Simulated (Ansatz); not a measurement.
**Si2H4ClF (SMILES F[SiH]([SiH3])Cl): levels of theory compared**

Wanted: a comparison of 6 runs (HF/3-21G, B3LYP/6-31G*, PBE/def2-SVP, revPBE/def2-SVP, wB97M-V/def2-SVP, RPA@PBE/def2-SVP) of Si2H4ClF. 

Program for the calculation: Ansatz 0.2.0.

68 further runs of the same task are left out: 68 set aside as unsound or not needed. Runs told in other sessions of the task aren't counted.

**1. Starting point**

Si2H4ClF: 8 atoms, total charge 0, spin state singlet. As SMILES, `F[SiH]([SiH3])Cl`. One bond was lengthened or shortened from a relaxed shape.

Bond lengths: F1–Si2 1.597 Å, Si2–Si3 2.339 Å, Si2–Cl4 2.049 Å, Si2–H5 1.704 Å, Si3–H6 1.487 Å, Si3–H7 1.486 Å, Si3–H8 1.485 Å. Some angles: F1–Si2–Si3 109.8°, F1–Si2–Cl4 107.9°, Si3–Si2–Cl4 109.0°, F1–Si2–H5 107.2°, Si3–Si2–H5 115.4°, Cl4–Si2–H5 107.3°, Si2–Si3–H6 110.0°, Si2–Si3–H7 108.3°, Si2–Si3–H8 109.2°, H6–Si3–H7 109.5°.

**2. The energy at HF/3-21G (run 1)**

The input, input.yaml:

```yaml
crystal:
  periodic: [false, false, false]
  atoms:
    - symbol: F
      position_ang: [-1.475946, 1.670392, 0.269905]
    - symbol: Si
      position_ang: [-0.529846, 0.686392, -0.558995]
    - symbol: Si
      position_ang: [0.392054, -0.919408, 0.870005]
    - symbol: Cl
      position_ang: [-1.681046, -0.256508, -1.967195]
    - symbol: H
      position_ang: [0.596600, 1.655400, -1.392300]
    - symbol: H
      position_ang: [1.208754, -0.257508, 1.921005]
    - symbol: H
      position_ang: [1.256554, -1.820208, 0.064305]
    - symbol: H
      position_ang: [-0.703546, -1.700508, 1.498305]
basis:
  gaussian: {orbitals: 3-21G.json}
hamiltonian: {xc: hf}
accuracy: high
output: {orbitals: {seedname: orbitals}}
```

The basis set 3-21G is read from a file made from the Basis Set Exchange's data (not shown).

On the command line:

```console
$ ansatz run input.yaml --threads 1 --pin off --max-ram 3480MiB --events-out events.jsonl --progress --plain --runs-dir runs
```

What it wrote:

```text
Warning: RAYON_NUM_THREADS=1 ignored (pool sized by the plan → 1); use --threads N
Functional definition: HF
  name "HF"
  exchange = exact_x
  correlation = 0
1253 factors; integrals over basis functions are off by at most 4.0e-9 eV
mean field evaluation 1: about -30838.8524 eV, gradient 2.6e1 eV
mean field evaluation 2: about -30839.1066 eV, gradient 2.6e1 eV
mean field evaluation 4: about -30840.8143 eV, gradient 1.6e0 eV
mean field evaluation 8: about -30840.8385 eV, gradient 1.2e-1 eV
mean field evaluation 16: about -30840.8386 eV, gradient 2.6e-8 eV
mean field -30840.83861410 eV, -1133.3799143970 hartree, gradient 2.6e-8 eV, S^2 0.000000; 0 other end points of the search recorded, 0 dependent functions left out
reference -30840.83861410 eV, -1133.3799143970 hartree; 29, 29 occupied and 27, 27 virtual orbitals, 1253 factors
Total energy: -30840.83861410 eV, -1133.3799143970 hartree
```

Run time: 1.2 s. Hardware: 1 thread of Intel Xeon Platinum 8259CL at 2.50GHz (Skylake/Cascade Lake), shared host; peak memory 0.14 GiB.

**3. A single-point energy at B3LYP/6-31G(d) (Cartesian functions) (run 2)**

The input, in.yaml:

```yaml
crystal:
  periodic: [false, false, false]
  atoms:
    - {symbol: F, position_ang: [-1.475946, 1.670392, 0.269905]}
    - {symbol: Si, position_ang: [-0.529846, 0.686392, -0.558995]}
    - {symbol: Si, position_ang: [0.392054, -0.919408, 0.870005]}
    - {symbol: Cl, position_ang: [-1.681046, -0.256508, -1.967195]}
    - {symbol: H, position_ang: [0.596600, 1.655400, -1.392300]}
    - {symbol: H, position_ang: [1.208754, -0.257508, 1.921005]}
    - {symbol: H, position_ang: [1.256554, -1.820208, 0.064305]}
    - {symbol: H, position_ang: [-0.703546, -1.700508, 1.498305]}
basis:
  gaussian:
    orbitals: "6-31G*"
accuracy: high
hamiltonian:
  xc: {name: B3LYP}
output: {orbitals: {seedname: orbitals}}
```

On the command line:

```console
$ ansatz run in.yaml --threads 1 --pin off --max-ram 3480MiB --events-out events.jsonl --progress --plain --runs-dir runs
```

What it wrote:

```text
Warning: RAYON_NUM_THREADS=1 ignored (pool sized by the plan → 1); use --threads N
Functional definition: B3LYP
  name "B3LYP"
  parameter a0 = 0.2
  parameter ax = 0.72
  parameter ac = 0.81
  exchange = (1 - a0 - ax)*slater_x + ax*b88_x + a0*exact_x
  correlation = (1 - ac)*vwn_rpa_c + ac*lyp_c
1692 factors; integrals over basis functions are off by at most 3.7e-9 eV
mean field evaluation 1: about -31060.7081 eV, gradient 3.0e1 eV
mean field evaluation 2: about -31058.6580 eV, gradient 4.9e1 eV
mean field evaluation 4: about -31062.2416 eV, gradient 1.2e0 eV
mean field evaluation 8: about -31062.3659 eV, gradient 3.0e-2 eV
mean field evaluation 16: about -31062.3659 eV, gradient 2.5e-6 eV
mean field -31062.36586777 eV, -1141.5208908128 hartree, gradient 8.1e-8 eV, S^2 0.000000; 0 other end points of the search recorded, 0 dependent functions left out
reference -31062.36591171 eV, -1141.5208924274 hartree; 29, 29 occupied and 51, 51 virtual orbitals, 1692 factors
Total energy: -31062.36591171 eV, -1141.5208924274 hartree
```

Run time: 8.7 s. Hardware: 1 thread of Intel Xeon Platinum 8259CL at 2.50GHz (Skylake/Cascade Lake), shared host; peak memory 0.28 GiB.

Runs 3 to 4 aren't shown in full; the table further down has their settings and results.

**4. A single-point energy at wB97M-V/def2-SVP (run 5)**

The input, molecule.yaml:

```yaml
crystal:
  periodic: [false, false, false]
  atoms:
    - {symbol: F, position_ang: [-1.475946, 1.670392, 0.269905]}
    - {symbol: Si, position_ang: [-0.529846, 0.686392, -0.558995]}
    - {symbol: Si, position_ang: [0.392054, -0.919408, 0.870005]}
    - {symbol: Cl, position_ang: [-1.681046, -0.256508, -1.967195]}
    - {symbol: H, position_ang: [0.596600, 1.655400, -1.392300]}
    - {symbol: H, position_ang: [1.208754, -0.257508, 1.921005]}
    - {symbol: H, position_ang: [1.256554, -1.820208, 0.064305]}
    - {symbol: H, position_ang: [-0.703546, -1.700508, 1.498305]}
basis:
  gaussian:
    orbitals: def2-SVP
hamiltonian:
  xc: {name: wB97M-V}
accuracy: high
output: {orbitals: {seedname: orbitals}}
```

On the command line:

```console
$ ansatz run molecule.yaml --threads 1 --pin off --max-ram 3480MiB --events-out events.jsonl --progress --plain --runs-dir runs
```

What it wrote:

```text
Warning: RAYON_NUM_THREADS=1 ignored (pool sized by the plan → 1); use --threads N
Functional definition: wB97M-V
  name "wB97M-V"
  parameter omega = 0.3/bohr
  parameter cx = 0.15
  parameter cx01 = 1.007
  parameter cx10 = 0.259
  parameter css00 = 0.443
  parameter css04 = -1.437
  parameter css10 = -4.535
  parameter css20 = -3.390
  parameter css43 = 4.278
  parameter cos00 = 1.000
  parameter cos10 = 1.358
  parameter cos20 = 2.924
  parameter cos21 = -8.812
  parameter cos60 = -1.390
  parameter cos61 = 9.142
  parameter b = 6.0
  parameter c = 0.01
  gx(w, u) = 1 - cx + cx01*u + cx10*w
  gss(w, u) = css00 + css04*u^4 + css10*w + css20*w^2 + css43*w^4*u^3
  gos(w, u) = cos00 + cos10*w + (cos20 + cos21*u)*w^2 + (cos60 + cos61*u)*w^6
  exchange = spin_sum(e_x_unif_sr(omega)*gx(b97_w, b97_u_x)) + cx*exact_x_sr(omega) + exact_x_lr(omega)
  correlation = spin_sum(e_c_pw_mod_same_spin*gss(b97_w, b97_u_same))
      + integral(e_c_pw_mod_opposite_spin*gos(b97_w_opposite, b97_u_opposite)) + vv10(b, c)
1792 factors; integrals over basis functions are off by at most 5.0e-9 eV
389 factors; integrals over basis functions are off by at most 1.7e-9 eV
mean field evaluation 1: about -31046.6615 eV, gradient 2.9e1 eV
mean field evaluation 2: about -31046.6978 eV, gradient 3.3e1 eV
mean field evaluation 4: about -31048.3475 eV, gradient 8.7e-1 eV
mean field evaluation 8: about -31048.4454 eV, gradient 3.1e-2 eV
mean field evaluation 16: about -31048.4454 eV, gradient 2.1e-5 eV
mean field -31048.44540673 eV, -1141.0093233052 hartree, gradient 9.9e-8 eV, S^2 0.000000; 0 other end points of the search recorded, 0 dependent functions left out
reference -31048.44541114 eV, -1141.0093234671 hartree; 29, 29 occupied and 59, 59 virtual orbitals, 1792 factors
Total energy: -31048.44541114 eV, -1141.0093234671 hartree
```

Run time: 67 s. Hardware: 1 thread of Intel Xeon Platinum 8259CL at 2.50GHz (Skylake/Cascade Lake), shared host; peak memory 0.61 GiB.

**5. The energy at RPA@PBE/def2-SVP (run 6)**

Changes to molecule.yaml since step 4:

```diff
@@ -1 +1,4 @@
+basis:
+  gaussian:
+    orbitals: def2-SVP
 crystal:
@@ -11,8 +14,7 @@
     - {symbol: H, position_ang: [-0.703546, -1.700508, 1.498305]}
-basis:
-  gaussian:
-    orbitals: def2-SVP
 hamiltonian:
-  xc: {name: wB97M-V}
+  xc: pbe
+correlation:
+  method: rpa
+  frozen_orbitals: {Cl: 5, F: 1, H: 0, Si: 5}
 accuracy: high
-output: {orbitals: {seedname: orbitals}}
```

On the command line:

```console
$ ansatz run molecule.yaml --threads 1 --pin off --max-ram 3480MiB --events-out events.jsonl --progress --plain --runs-dir runs
```

What it wrote:

```text
Warning: RAYON_NUM_THREADS=1 ignored (pool sized by the plan → 1); use --threads N
Functional definition: PBE
  name "PBE"
  parameter kappa = 0.804
  parameter beta = 0.06672455060314922
  exchange = pbe_x(kappa = kappa, mu = beta*pi^2/3)
  correlation = pbe_c(beta = beta)
1792 factors; integrals over basis functions are off by at most 5.0e-9 eV
mean field evaluation 1: about -31033.1012 eV, gradient 3.2e1 eV
mean field evaluation 2: about -31033.0936 eV, gradient 3.2e1 eV
mean field evaluation 4: about -31034.9209 eV, gradient 6.6e0 eV
mean field evaluation 8: about -31035.0434 eV, gradient 2.1e-1 eV
mean field evaluation 16: about -31035.0435 eV, gradient 1.7e-5 eV
mean field -31035.04346837 eV, -1140.5168111544 hartree, gradient 1.2e-8 eV, S^2 0.000000; 0 other end points of the search recorded, 0 dependent functions left out
16 core orbitals not correlated: weight in the atoms' cores, before any rotation towards them, 1.000 or more for the frozen orbitals, at most 0.000 for the correlated occupied ones
reference -30987.43847903 eV, -1138.7673600641 hartree; 13, 13 occupied and 59, 59 virtual orbitals, 1792 factors
Total energy: -31011.08470596 eV, -1139.6363428759 hartree
```

Run time: 10 s. Hardware: 1 thread of Intel Xeon Platinum 8259CL at 2.50GHz (Skylake/Cascade Lake), shared host; peak memory 0.29 GiB.

**6. Overview of the runs**

| run | level | Cartesian functions | frozen core orbitals | energy (Eh) | HOMO energy (eV) | LUMO energy (eV) | HOMO–LUMO gap (eV) | wall time |
| --- | --- | --- | --- | --- | --- | --- | --- | --- |
| 1 | HF/3-21G | no | – | -1133.379914 | -11.37 | 2.72 | 14.09 | 1.2 s |
| 2 | B3LYP/6-31G* (Cartesian functions) | yes | – | -1141.520892 | -8.08 | -0.52 | 7.56 | 8.7 s |
| 3 | PBE/def2-SVP | no | – | -1140.516811 | -7.01 | -1.19 | 5.82 | 6.6 s |
| 4 | revPBE/def2-SVP | no | – | -1140.865491 | -7.00 | -1.12 | 5.88 | 6.3 s |
| 5 | wB97M-V/def2-SVP | no | – | -1141.009323 | -10.28 | 1.52 | 11.80 | 67 s |
| 6 | RPA@PBE/def2-SVP | no | 16 | -1139.636343 | – | – | – | 10 s |

**7. Outcome**

| quantity | value |
| --- | --- |
| run 6: total energy | -1139.63634 Eh |
| run 6: RPA correlation energy (valence) | -869.0 mEh |

Over runs 1, 2, 3, 4, 5 the HOMO–LUMO gap runs from 5.82 eV (PBE/def2-SVP) to 14.09 eV (HF/3-21G). The two ends differ in method and basis. Totals of different functionals can't be ranked against each other. All runs together took 100 s, the longest 67 s.
